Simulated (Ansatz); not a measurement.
Write a Python script for Ansatz's Python interface that makes a rigid scan of one bond length of CH4OSeSi, SMILES O=C([SiH3])[SeH]. Settings (for the species named): MP2, def2-SVP basis, multiplicity 1.

```xyz
8

O     1.6027   -1.1381    0.4292
C     0.4071   -0.6793    0.3391
Si    0.0669    1.0964   -0.0714
Se   -0.9915   -1.8547    0.6266
H    -0.6824    1.1774   -1.3158
H    -0.6519    1.7325    1.0414
H     1.4076    1.7969   -0.2306
H    -1.0664   -2.1881   -0.8743
```

Script `run_scan.py`:
```python
import warnings

import ansatz
from ase import Atoms
import numpy as np


def main() -> None:
    warnings.simplefilter('ignore', ansatz.DeckWarning)

    atoms = Atoms(['O', 'C', 'Si', 'Se', 'H', 'H', 'H', 'H'], positions=[
        [1.6027, -1.1381, 0.4292],
        [0.4071, -0.6793, 0.3391],
        [0.0669, 1.0964, -0.0714],
        [-0.9915, -1.8547, 0.6266],
        [-0.6824, 1.1774, -1.3158],
        [-0.6519, 1.7325, 1.0414],
        [1.4076, 1.7969, -0.2306],
        [-1.0664, -2.1881, -0.8743],
    ])
    mol = ansatz.Crystal.molecule_from_ase(atoms)

    symbols = [site.symbol for site in mol.cartesian_sites]
    start = np.array([site.position_ang for site in mol.cartesian_sites])
    axis = (start[3] - start[1]) / np.linalg.norm(start[3] - start[1])
    moving = [3, 7]
    lengths, energies = [1.627, 1.701, 1.775, 1.849, 1.923, 1.997, 2.071, 2.182], []
    for length in lengths:
        xyz = start.copy()
        xyz[moving] += (length - np.linalg.norm(start[3] - start[1])) * axis
        point = ansatz.Crystal.molecule()
        for symbol, place in zip(symbols, xyz):
            point = point.atom(symbol, place.tolist())
        base = point.calculation().basis(gaussian='def2-SVP').correlation('mp2')
        report = base.run(threads=1).report
        energies.append(report['free_energy_ev'])
        print(f'r = {length:6.3f} A  E = {energies[-1]:.5f} eV  <S^2> = {abs(report["mean_field"]["state"]["spin_squared"]):.3f}')

    fit = np.polynomial.Polynomial.fit(lengths, np.array(energies) - min(energies), 4).convert()
    roots = [r.real for r in fit.deriv().roots() if abs(r.imag) < 1e-9 and fit.deriv(2)(r.real) > 0]
    r_e = min(roots, key=lambda r: abs(r - lengths[int(np.argmin(energies))]))
    print(f'minimum of the fit at {r_e:.4f} A, force constant {fit.deriv(2)(r_e):.2f} eV/A^2')


if __name__ == '__main__':
    main()
```

`python run_scan.py` gives:
```text
r =  1.627 A  E = -76297.83950 eV  <S^2> = 0.000
r =  1.701 A  E = -76298.60511 eV  <S^2> = 0.000
r =  1.775 A  E = -76299.09232 eV  <S^2> = 0.000
r =  1.849 A  E = -76299.37940 eV  <S^2> = 0.000
r =  1.923 A  E = -76299.52395 eV  <S^2> = 0.000
r =  1.997 A  E = -76299.56816 eV  <S^2> = 0.000
r =  2.071 A  E = -76299.54272 eV  <S^2> = 0.000
r =  2.182 A  E = -76299.42049 eV  <S^2> = 0.000
minimum of the fit at 2.0040 A, force constant 11.63 eV/A^2
```

Notes:
- Total energies depend on the basis set; only differences at equal settings carry meaning.
- The rest of the molecule is held rigid at a force-field or estimated start geometry, and the basis set is modest; single-reference methods fail as a bond breaks.
- The orbitals are restricted, so S² is zero by construction.
- Toward dissociation an unrestricted state can lie under the restricted one, by tenths of an eV for polar bonds under a functional and by 1 to 2 eV or more for others.
- S² is that of the Hartree-Fock reference.
- Finished in 25 s on 1 thread of Intel(R) Xeon(R) Platinum 8488C (Sapphire Rapids), with other jobs on the host, peak memory 0.29 GiB.

(Lines on the test bed's own set-up are left out of the output.)
